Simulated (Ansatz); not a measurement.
This was printed by a script on the Ansatz DFT code, driven from Python, for a ladder of methods at one geometry of CH6AsBS, SMILES CSB[AsH2]. What did the script look like? Settings (for the species named): MP2, def2-SVP basis, multiplicity 1. The script varies method: mp2, ccsd, ccsd_t.

```yaml
atoms:
  - { symbol: C, position_ang: [-1.5189, 0.3091, -0.3293] }
  - { symbol: S, position_ang: [-0.6806, 0.8950, 1.1759] }
  - { symbol: B, position_ang: [0.6674, -0.4229, 1.1011] }
  - { symbol: As, position_ang: [2.3883, -0.0751, 0.0622] }
  - { symbol: H, position_ang: [-0.8347, 0.3750, -1.2015] }
  - { symbol: H, position_ang: [-1.8607, -0.7390, -0.1964] }
  - { symbol: H, position_ang: [-2.4033, 0.9504, -0.5217] }
  - { symbol: H, position_ang: [0.5045, -1.4621, 1.6379] }
  - { symbol: H, position_ang: [1.7988, 1.1956, -0.6331] }
  - { symbol: H, position_ang: [1.9390, -1.0258, -1.0950] }
```

```console
$ python methods_ch6asbs.py
Hartree-Fock reference -2697.302213 Ha
mp2      total -2697.900764 Ha  correlation  -16.2874 eV  (89.4 % of the last)
ccsd     total -2697.951616 Ha  correlation  -17.6711 eV  (97.0 % of the last)
ccsd_t   total -2697.971804 Ha  correlation  -18.2205 eV  (100.0 % of the last)
```

The script that was run (others could print the same):

The script, `methods_ch6asbs.py`:
```python
from dataclasses import dataclass

import ansatz as az


@dataclass
class Settings:
    basis_set: str = "def2-SVP"


cfg = Settings()

GEOMETRY = """
C    -1.51890    0.30910   -0.32930
S    -0.68060    0.89500    1.17590
B     0.66740   -0.42290    1.10110
As    2.38830   -0.07510    0.06220
H    -0.83470    0.37500   -1.20150
H    -1.86070   -0.73900   -0.19640
H    -2.40330    0.95040   -0.52170
H     0.50450   -1.46210    1.63790
H     1.79880    1.19560   -0.63310
H     1.93900   -1.02580   -1.09500
"""

system = az.Crystal.molecule()
for line in GEOMETRY.strip().splitlines():
    symbol, *xyz = line.split()
    system = system.atom(symbol, [float(v) for v in xyz])

calc = system.calculation().basis(gaussian=cfg.basis_set)

methods = ["mp2", "ccsd", "ccsd_t"]
reports = [calc.correlation(m).run(threads=1, backend="cpu").report for m in methods]
print(f"Hartree-Fock reference {reports[0]['reference_energy_ev'] / 27.211386246:.6f} Ha")
best = reports[-1]["free_energy_ev"] - reports[-1]["reference_energy_ev"]
for method, each in zip(methods, reports):
    gained = each["free_energy_ev"] - each["reference_energy_ev"]
    print(f"{method:8s} total {each['free_energy_ev'] / 27.211386246:.6f} Ha  correlation {gained:9.4f} eV  ({100 * gained / best:.1f} % of the last)")
```

Total energies depend on the basis set; only differences at equal settings carry meaning. The geometry is a force-field or estimated start, not a minimum of this method, and the basis set is short of its limit. A lower total doesn't mark the better method: functionals have no common bound, and MP2 and coupled cluster aren't variational. Inner cores stay frozen; a filled d shell under the valence of the heavier atoms is correlated with it. Finished in 39 s on 1 thread of Arm Neoverse V2, on a shared host, peak memory 0.54 GiB.
